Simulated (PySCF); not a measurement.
# MoNF: relaxation and vibrations of the triplet

Where does triplet MoNF go from a linear start, is the end point a minimum, and what are its modes, charges and moments?

Method: PBE0, basis Mo def2-TZVP with ECP28, N def2-TZVP, F def2-TZVP, scalar-relativistic core potentials, no spin–orbit coupling, density fitting; program: PySCF 2.14.0.

### Step 1. The system as given

3 atoms, charge 0, spin multiplicity 3.

Bond lengths: Mo1–N2 1.810 Å, Mo1–F3 2.020 Å. Angles: N2–Mo1–F3 180.0°.

```xyz
3
charge 0 multiplicity 3
Mo    0.0000    0.0000    0.0000
N     0.0000    0.0000   -1.8100
F     0.0000    0.0000    2.0200
```

### Step 2. The SCF at the typed geometry

One driver script runs all steps and calls PySCF; scf.py shows how it sets up the SCF of each step. The optimiser is the driver's own. After this first run the driver tries any further starts and a stability analysis.

Contents of scf.py:

```python
from pyscf import gto, scf, dft
mol = gto.M(atom='''
Mo     0.000000     0.000000     0.000000
N      0.000000     0.000000    -1.810000
F      0.000000     0.000000     2.020000''',
    basis={'Mo': 'def2-TZVP', 'N': 'def2-TZVP', 'F': 'def2-TZVP'},
    ecp={'Mo': 'def2-TZVP'},
    charge=0, spin=2)
mf = dft.UKS(mol, xc='PBE0')
mf.grids.atom_grid = (50, 194)
aux = {'Mo': 'def2-universal-JKFIT', 'N': 'def2-universal-JKFIT', 'F': 'def2-universal-JKFIT'}
mf = mf.density_fit(auxbasis=aux)
mf.conv_tol = 1e-08
mf.diis_space = 10
mf.max_cycle = 60
mf.init_guess = 'minao'
mf.verbose = 4
mf.kernel()
```

The run is started by

```bash
$ OMP_NUM_THREADS=2 python axn.py task.json out
```

The log of the run:

```text
init E= -215.946782345852
[... the frontier-level lines of each cycle are left out ...]
cycle= 1 E= -222.511396721425  delta_E= -6.56  |g|= 0.564  |ddm|= 2.87
cycle= 2 E= -221.996180532175  delta_E= 0.515  |g|= 1.36  |ddm|= 0.988
cycle= 3 E= -222.624310292549  delta_E= -0.628  |g|= 0.162  |ddm|= 0.691
cycle= 4 E= -222.632906313239  delta_E= -0.0086  |g|= 0.108  |ddm|= 0.16
cycle= 5 E= -222.625609835885  delta_E= 0.0073  |g|= 0.178  |ddm|= 0.134
cycle= 6 E= -222.63957290422  delta_E= -0.014  |g|= 0.0173  |ddm|= 0.0798
cycle= 7 E= -222.641414520547  delta_E= -0.00184  |g|= 0.0214  |ddm|= 0.0743
cycle= 8 E= -222.643928690051  delta_E= -0.00251  |g|= 0.0147  |ddm|= 0.154
cycle= 9 E= -222.644272334881  delta_E= -0.000344  |g|= 0.00572  |ddm|= 0.0586
cycle= 10 E= -222.644292393757  delta_E= -2.01e-05  |g|= 0.00259  |ddm|= 0.00816
cycle= 11 E= -222.64430067773  delta_E= -8.28e-06  |g|= 0.00218  |ddm|= 0.0167
cycle= 12 E= -222.644304496423  delta_E= -3.82e-06  |g|= 0.000344  |ddm|= 0.00482
cycle= 13 E= -222.644305254472  delta_E= -7.58e-07  |g|= 0.00035  |ddm|= 0.00485
cycle= 14 E= -222.644305407139  delta_E= -1.53e-07  |g|= 0.000189  |ddm|= 0.00102
cycle= 15 E= -222.644305442087  delta_E= -3.49e-08  |g|= 3.22e-05  |ddm|= 0.000546
cycle= 16 E= -222.644305442844  delta_E= -7.58e-10  |g|= 9.83e-06  |ddm|= 3.82e-05
Extra cycle  E= -222.644305442005  delta_E= 8.39e-10  |g|= 4.57e-05  |ddm|= 3.24e-05
converged SCF energy = -222.644305442005  <S^2> = 2.563021  2S+1 = 3.3544126
```

This step, with its further starts and checks, ran for 12 s (2 threads of Arm Neoverse V2, shared host).

Energies from each starting density:

```csv
start,energy (Eh)
the minimal-basis guess,-222.644305
a thermally smeared density,-222.644305
a smeared PBE density,-222.644305
```

The test of internal stability and the other starts found no lower solution of this spin.

### Step 3. Linear start, triplet: relaxation

The program finds C∞v symmetry in the start, which this walk keeps. Threshold on the gradient: 0.0003 Eh/bohr, with a further test on the energy change.

Changes to scf.py since step 2:

```diff
@@ -3,3 +3,3 @@
-Mo     0.000000     0.000000     0.000000
-N      0.000000     0.000000    -1.810000
-F      0.000000     0.000000     2.020000''',
+Mo     0.000000    -0.000000    -0.099546
+N      0.000000    -0.000000    -1.909546
+F      0.000000     0.000000     1.920454''',
@@ -16 +15,0 @@
-mf.init_guess = 'minao'
```

Steps of the walk:

```csv
step,energy (Eh),change (kJ/mol),largest symmetric gradient (Eh/bohr)
0,-222.644305,0.00,0.11432
1,-222.668501,-63.53,0.02220
2,-222.668710,-64.07,0.01469
3,-222.668889,-64.54,0.00073
4,-222.668889,-64.54,0.00003
```

The walk took 9.5 s.

It settles in C∞v symmetry, 64.5 kJ/mol below the start, after 4 steps: Mo–F 2.013 Å, Mo–N 1.627 Å; F–Mo–N 180.0°.

### Step 4. Hessian and properties

The point is checked on the finer grid, and tightened if its gradient asks for it. The Hessian and the dipole derivatives come from central differences of analytic gradients, with steps of 0.02 bohr.

Changes to scf.py since step 3:

```diff
@@ -3,3 +3,3 @@
-Mo     0.000000    -0.000000    -0.099546
-N      0.000000    -0.000000    -1.909546
-F      0.000000     0.000000     1.920454''',
+Mo     0.000000    -0.000000    -0.118154
+N      0.000000    -0.000000    -1.745304
+F      0.000000     0.000000     1.894964''',
@@ -10 +10 @@
-mf.grids.atom_grid = (50, 194)
+mf.grids.atom_grid = (75, 302)
@@ -13 +13 @@
-mf.conv_tol = 1e-08
+mf.conv_tol = 1e-10
```

The driver hands on the density of the step before, so the log starts near convergence.

Log of the central SCF (cycles and frontier levels):

```text
init E= -222.668961307483
[... the frontier-level lines of each cycle are left out ...]
cycle= 1 E= -222.668961307224  delta_E= 2.6e-10  |g|= 2.75e-05  |ddm|= 2.01e-05
cycle= 2 E= -222.668961302906  delta_E= 4.32e-09  |g|= 0.000106  |ddm|= 6.26e-05
cycle= 3 E= -222.668961307544  delta_E= -4.64e-09  |g|= 1.84e-06  |ddm|= 5.14e-05
cycle= 4 E= -222.668961307549  delta_E= -4.38e-12  |g|= 1.33e-06  |ddm|= 2.73e-06
Extra cycle  E= -222.66896130755  delta_E= -1.53e-12  |g|= 2.33e-06  |ddm|= 3.12e-06
converged SCF energy = -222.66896130755  <S^2> = 2.1664895  2S+1 = 3.1090124
```

The whole step took 31 s.

Geometry: C∞v; Mo–F 2.013 Å, Mo–N 1.627 Å; F–Mo–N 180.0°.

Harmonic modes (main isotopes):

| symmetry | ω (cm⁻¹) | IR (km/mol) | μ (u) | type |
| --- | --- | --- | --- | --- |
| π | 170i | 124 | 19.20 | bend |
| σ+ | 536 | 124 | 21.36 | stretch |
| σ+ | 1115 | 106 | 15.50 | stretch |

With 2 modes imaginary (up to 170i cm⁻¹) this point is a saddle.

Properties at this point:

```yaml
Dipole_moment: 0.67 D
Highest_occupied_level: -7.58 eV
Lowest_empty_level: -3.61 eV
Rotational_constants: 0.1502 cm⁻¹
Zero-point_energy_real_modes: 9.9 kJ/mol
Principal_polarisabilities: 27.0, 27.0, 49.9 bohr³
Atomisation_energy_without_zero-point_energy: 905 kJ/mol
Principal_traceless_quadrupole_moments_about_the_centre_of_mass: -17.30, 8.65, 8.65 D Å
Spin_squared_⟨S²⟩: 2.166
```

Populations by atom (charges in e):

```json
{"atom": "Mo1", "Mulliken": "1.11", "Löwdin": "0.71", "polar tensor": "1.63", "spin (Mulliken)": "2.64", "Mayer order to Mo1": "–"}
{"atom": "N2", "Mulliken": "-0.50", "Löwdin": "-0.26", "polar tensor": "-0.78", "spin (Mulliken)": "-0.62", "Mayer order to Mo1": "2.83"}
{"atom": "F3", "Mulliken": "-0.61", "Löwdin": "-0.45", "polar tensor": "-0.85", "spin (Mulliken)": "-0.03", "Mayer order to Mo1": "0.61"}
```

Mulliken populations on Mo1 (outside its core potential): s 2.20, p 6.13, d 4.52, f 0.05.

### Step 5. Downhill along the imaginary mode

The atoms are moved a little along the softest imaginary mode and relaxed again.

The program finds Cs symmetry in the start, which this walk keeps. Threshold on the gradient: 0.0003 Eh/bohr, with a further test on the energy change.

Changes to scf.py since step 4:

```diff
@@ -3,3 +3,3 @@
-Mo     0.000000    -0.000000    -0.118154
-N      0.000000    -0.000000    -1.745304
-F      0.000000     0.000000     1.894964''',
+Mo    -0.005442    -0.030555    -0.118106
+N      0.021040     0.118141    -1.745256
+F      0.012535     0.070383     1.895012''',
@@ -10 +10 @@
-mf.grids.atom_grid = (75, 302)
+mf.grids.atom_grid = (50, 194)
@@ -13 +13 @@
-mf.conv_tol = 1e-10
+mf.conv_tol = 1e-08
```

Steps of the walk:

```csv
step,energy (Eh),change (kJ/mol),largest symmetric gradient (Eh/bohr)
0,-222.669598,0.00,0.00889
1,-222.670270,-1.77,0.00794
2,-222.679473,-25.93,0.01260
3,-222.681031,-30.02,0.02829
4,-222.682245,-33.21,0.03480
5,-222.682907,-34.94,0.03455
6,-222.685438,-41.59,0.02719
7,-222.686671,-44.83,0.01201
8,-222.686764,-45.07,0.00625
9,-222.686773,-45.09,0.00400
10,-222.686825,-45.23,0.00018
11,-222.686825,-45.23,0.00003
```

The walk took 28 s.

After 11 steps and 45.2 kJ/mol it ends at Cs: Mo–F 1.903 Å, Mo–N 1.617 Å; F–Mo–N 114.7°.

### Step 6. Is it a minimum? Harmonic modes

The same treatment as at the point before.

Changes to scf.py since step 5:

```diff
@@ -3,3 +3,3 @@
-Mo    -0.005442    -0.030555    -0.118106
-N      0.021040     0.118141    -1.745256
-F      0.012535     0.070383     1.895012''',
+Mo    -0.041054    -0.230520    -0.106861
+N      0.131184     0.736607    -1.391037
+F      0.114873     0.645021     1.575980''',
@@ -10 +10 @@
-mf.grids.atom_grid = (50, 194)
+mf.grids.atom_grid = (75, 302)
@@ -13 +13 @@
-mf.conv_tol = 1e-08
+mf.conv_tol = 1e-10
```

Log of the central SCF (cycles and frontier levels):

```text
init E= -222.686825285769
[... the frontier-level lines of each cycle are left out ...]
cycle= 1 E= -222.686825285769  delta_E= -5.68e-14  |g|= 6.74e-07  |ddm|= 8.94e-07
Extra cycle  E= -222.686825285769  delta_E= 3.98e-13  |g|= 1.89e-06  |ddm|= 1.42e-06
converged SCF energy = -222.686825285769  <S^2> = 2.0482924  2S+1 = 3.032024
```

The whole step ran for 43 s (2 threads of Arm Neoverse V2, shared host).

Geometry: Cs; Mo–F 1.903 Å, Mo–N 1.617 Å; F–Mo–N 114.7°.

Modes, for the most abundant isotopes:

```
symmetry  ω (cm⁻¹)  IR (km/mol)     type
      a'       195          2.5     bend
      a'       614          148  stretch
      a'      1149         71.9  stretch
```

All wavenumbers are real: a minimum.

Properties at this point:

```yaml
Dipole_moment: 4.88 D
Highest_occupied_level: -6.49 eV
Lowest_empty_level: -3.35 eV
Rotational_constants: 0.8287, 0.2206, 0.1742 cm⁻¹
Zero-point_energy: 11.7 kJ/mol
Principal_polarisabilities: 33.4, 46.9, 49.9 bohr³
Atomisation_energy_without_zero-point_energy: 952 kJ/mol
Principal_traceless_quadrupole_moments_about_the_centre_of_mass: -8.85, 3.57, 5.28 D Å
Entropy_at_298.15_K_and_1_bar_electronic_part_spin_only: 288.0 J/(mol K)
Heat_capacity_Cp_at_298.15_K: 46.2 J/(mol K)
Enthalpy_at_298.15_K_above_0_K: 11.86 kJ/mol
Rotational_symmetry_number: 1
Spin_squared_⟨S²⟩: 2.048
```

Populations by atom (charges in e):

```tsv
atom	Mulliken	Löwdin	polar tensor	spin (Mulliken)	Mayer order to Mo1
Mo1	1.03	0.61	1.34	2.31	–
N2	-0.49	-0.27	-0.62	-0.34	2.84
F3	-0.53	-0.34	-0.73	0.03	0.74
```

Outer orbital energies (eV). α occupied: -12.09, -11.32, -11.31, -9.37, -9.13, -8.62, -6.76, -6.49; empty: -3.35, -1.59, -0.27, 0.46. β occupied: -30.84, -19.88, -11.93, -11.14, -10.87, -9.17, -8.96, -8.61; empty: -2.61, -1.99, -1.90, -0.64.

Mulliken populations on Mo1 (outside its core potential): s 2.33, p 6.13, d 4.48, f 0.04.

### Step 7. All stationary points

| spin | group | bonds | imaginary modes (cm⁻¹) | ΔE (kJ/mol) | with zero-point energy |
| --- | --- | --- | --- | --- | --- |
| triplet | Cs | Mo–F 1.903 Å, Mo–N 1.617 Å | none | 0.0 | 0.0 |
| triplet | C∞v | Mo–F 2.013 Å, Mo–N 1.627 Å | 170i, 170i | 46.9 | – |

### Step 8. Density, ELF and potential

The plane holds Mo1 at (0.00, 0.00), N2 at (1.62, 0.00), F3 at (-0.80, 1.73) Å. Columns run from x = -2.85 to 4.05 Å, rows from y = 4.05 (top) to -1.95 Å, in steps of 0.3 Å. Electrons inside core potentials are absent.

Density (cut at 5 e/Å³):

Ten steps from '0' (0.000 e/Å³) to '9' (5.000 e/Å³), finer at the low end (step k begins (100^(k/10) - 1)/99 of the way up):
```
000000000000000000000000
000000000000000000000000
000000000000000000000000
000000000000000000000000
000001222100000000000000
000023454310000000000000
000135887521000000000000
000248999741000000000000
000258999742100000000000
000247999642221111000000
000135676544333332100000
000013456776556654210000
000012469999778875310000
000012489559889997420000
000012489559889997420000
000002469999778875310000
000001246886556654210000
000000123443333332100000
000000001111112111000000
000000000000000000000000
000000000000000000000000
```

ELF (0 where the density is under 0.005 e/Å³):

Ten even steps from '0' (0.00) to '9' (0.94):
```
000000000000000000000000
000000000000000000000000
000000000000000000000000
000001111100000000000000
000012444310000000000000
000136777531000000000000
001358999751000000000000
001478728861000000000000
002479597851001222100000
001478888720024554320000
000246775210157777642000
000012212563268888863000
000000148887478799975100
000001488008571859985200
000001488008572859985200
000001368888478799974100
000000125774268888763000
000000001210157776531000
000000000000035654310000
000000000000013332100000
000000000000001110000000
```

Highest occupied orbital at -6.49 eV (sign arbitrary; one member if degenerate):

Ten even steps from '0' (-0.80 Å^-3/2) to '9' (0.40 Å^-3/2):
```
666666666666666666666666
666666666666666666666666
666666666666666666666666
666666666666666666666666
666666666666666666666666
666666666666666666666666
666665556766666666666666
666655357776666666666666
666665499776666666666666
666666688766666666666666
666666666555666666666666
666666664224566666666666
666777653003677655566666
666777764444678634566666
667777764554678534566666
666777653003566545566666
666777664224566655666666
666676665445666666666666
666666666556666666666666
666666666666666666666666
666666666666666666666666
```

Values on the line from Mo1 (at 0) through N2 (at 1.617 Å):

```csv
distance (Å),density (e/Å³),ELF,electrostatic potential (V),spin density (e/Å³)
0.73,2.97,0.565,47.8,0.08
0.89,2.33,0.551,29.9,0.0111
1.05,2.73,0.74,32.7,-0.0566
1.21,3.71,0.639,64.4,-0.137
1.37,6.66,0.0982,172,-0.188
1.54,171,0.999,852,-0.0542
1.78,24.3,0.625,324,-0.152
1.94,4.14,0.319,98.8,-0.0983
2.10,2.47,0.872,36.6,-0.0499
2.26,1.31,0.923,13.5,-0.0229
2.43,0.646,0.921,4.34,-0.00997
2.59,0.311,0.904,0.615,-0.00409
```

Making the fields took 0.9 s.

### Step 9. Results

| quantity | value |
| --- | --- |
| minimum | triplet, Cs |
| geometry | Mo–F 1.903 Å, Mo–N 1.617 Å; F–Mo–N 114.7° |
| wavenumbers (cm⁻¹) | 195 (a'), 614 (a'), 1149 (a') |
| dipole moment | 4.88 D |
| highest occupied, lowest empty level (either spin) | -6.49, -3.35 eV |
| polar-tensor charge of Mo1 | +1.34 e |
| zero-point energy | 11.7 kJ/mol |
| entropy at 298.15 K | 288.0 J/(mol K) |
| atomisation energy (no zero-point energy) | 952 kJ/mol |
| ⟨S²⟩ | 2.048 |

**Reading.** From C∞v at the start the molecule goes to a Cs minimum, after a stop at a second-order saddle point 46.9 kJ/mol higher, from which it was pushed off along an imaginary mode. In the infrared the band at 614 cm⁻¹ (a', stretch) leads. Most of the spin sits on Mo1 (Mulliken spin 2.31, against 2 for the whole molecule). Only this shape and spin were tried, so other structures or states may lie lower. Open d and f shells are described by one determinant, and the ground state may have another occupation or spin.

The search up to here took 2.1 min.
